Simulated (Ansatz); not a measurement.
# NbTl4: the cost of one run

Method: DFT PBE, scalar-relativistic, plane waves, PAW, in Ansatz 0.2.0.

1 further run of the same task is left out (it didn't finish).

### 1 The system as given

It takes space group Im-3m (No. 229, cubic). The conventional cell has a = 6.529 Å, b = 6.529 Å, c = 6.529 Å, α = 90.00°, β = 90.00°, γ = 90.00°. Nb (site symmetry m-3m) has 8 Tl at 2.83 Å as nearest neighbours. Around Tl (site symmetry -3m) lie 2 Nb at 2.83 Å.

Structure file:

```
Nb Tl
1.0
    -3.26451    3.26451    3.26451
     3.26451   -3.26451    3.26451
     3.26451    3.26451   -3.26451
Nb Tl
1 4
Direct
  0.00000 0.00000 0.00000
  0.00000 0.00000 0.50000
  0.50000 0.00000 0.00000
  0.50000 0.50000 0.50000
  0.00000 0.50000 0.00000
```

A structure generator made this guess: species swapped into a database cell of NiHg4 (Im-3m, No. 229), with Nb on the Ni sites and Tl on the Hg sites. The dimensions are guesses.

### 2 The guess as it stands, on a coarse mesh

Input file input.yaml:

```yaml
crystal:
  lattice:
    - [-3.26450939, 3.26450939, 3.26450939]
    - [3.26450939, -3.26450939, 3.26450939]
    - [3.26450939, 3.26450939, -3.26450939]
  atoms:
    - { symbol: Nb, position: [0.0, 0.0, 0.0] }
    - { symbol: Tl, position: [0.0, 0.0, 0.5] }
    - { symbol: Tl, position: [0.5, 0.0, 0.0] }
    - { symbol: Tl, position: [0.5, 0.5, 0.5] }
    - { symbol: Tl, position: [0.0, 0.5, 0.0] }
basis:
  ecutwfc: 420
kpoints:
  mp_grid: { grid: [4, 4, 4] }
hamiltonian:
  xc: pbe
scf:
  occupations: { method: gaussian, width: 0.1 }
  lower_state_search: "off"
output:
  forces: true
  stress: true
  eigenvalues: true
```

On the command line:

```console
$ ansatz run input.yaml --threads 1 --pin off --max-ram 2048MiB --backend cpu --events-out ev --progress --plain --runs-dir out
```

Q: Estimate wall time and peak memory on 1 thread of Arm Neoverse V1, shared host.

About 2.4 s, with a peak of 0.38 GiB.
